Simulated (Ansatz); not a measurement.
# BGe+ (triplet): RPA-PBE over a scan of the distance Ge1–B2, cc-pVDZ

How well do these functionals follow the top wave-function level for BGe+ (triplet) over a scan of the distance Ge1–B2?

The runs use Ansatz 0.2.0, Gaussian basis; cc-pVDZ, all electrons in the functionals, frozen cores in the correlation of double hybrids and RPA.

To be run: RPA-PBE, at 1.772 Å; 2.004 Å; 2.179 Å; 2.406 Å; 2.606 Å; 2.974 Å; 3.512 Å; 4.040 Å; 4.717 Å; 5.907 Å; 7.441 Å.

21 further runs of the same task are left out: 14 that didn't finish, 7 set aside as unsound or not needed.

### 1 The geometry

The geometry derives from a PBE0/def2-TZVP stationary point (not a proven minimum). One bond is set to the value named and the two fragments are kept rigid. No spin-orbit coupling is included. The filled d shell of Ge may be among the frozen orbitals whatever the setting's name suggests; the logs give the count.

2 atoms, charge 1, spin multiplicity 3.

Atoms are counted from 1 here; the program's logs count them from 0.

Bond lengths: Ge1–B2 2.179 Å.

No dispersion term is added.

The geometry shown and the zero of energy belong to the point 2.179 Å. The yardstick, FCI, and other wave-function levels (R restricted, U unrestricted, valence and pair active spaces) come from earlier runs.

### 2 RPA-PBE, 1.772 Å

Input file in.yaml:

```yaml
crystal:
  periodic: [false, false, false]
  atoms:
    - {symbol: Ge, position_ang: [0.000000, 0.000000, 0.000000]}
    - {symbol: B, position_ang: [0.000000, 0.000000, 1.772000]}
basis:
  gaussian: {orbitals: cc-pVDZ}
total_charge: 1
magnetization: {spin_polarized: true, initial_magnetization: 2}
hamiltonian: {xc: {name: PBE}}
correlation: {method: rpa, electrons: outside_noble_gas}
```

Started as:

```bash
ansatz run in.yaml --threads 1 --pin off --events-out ev --progress --plain --max-ram 2393MiB
```

After this run come: RPA-PBE, 2.004 Å; RPA-PBE, 2.179 Å; RPA-PBE, 2.406 Å; RPA-PBE, 2.606 Å; RPA-PBE, 2.974 Å; RPA-PBE, 3.512 Å; RPA-PBE, 4.040 Å; RPA-PBE, 4.717 Å; RPA-PBE, 5.907 Å; RPA-PBE, 7.441 Å.

Before running them: what should the planned runs give, taken together? Wanted: span of the FCI curve; largest miss, RPA-PBE.

The runs gave:

| quantity | value |
| --- | --- |
| span of the FCI curve | 45.8 kcal/mol |
| largest miss, RPA-PBE | -45.2 kcal/mol (7.441 Å) |

RPA-PBE strays by up to 45.2 kcal/mol, at 7.441 Å. Functionals and the yardstick converge differently with the basis, so part of each miss in cc-pVDZ is the basis.
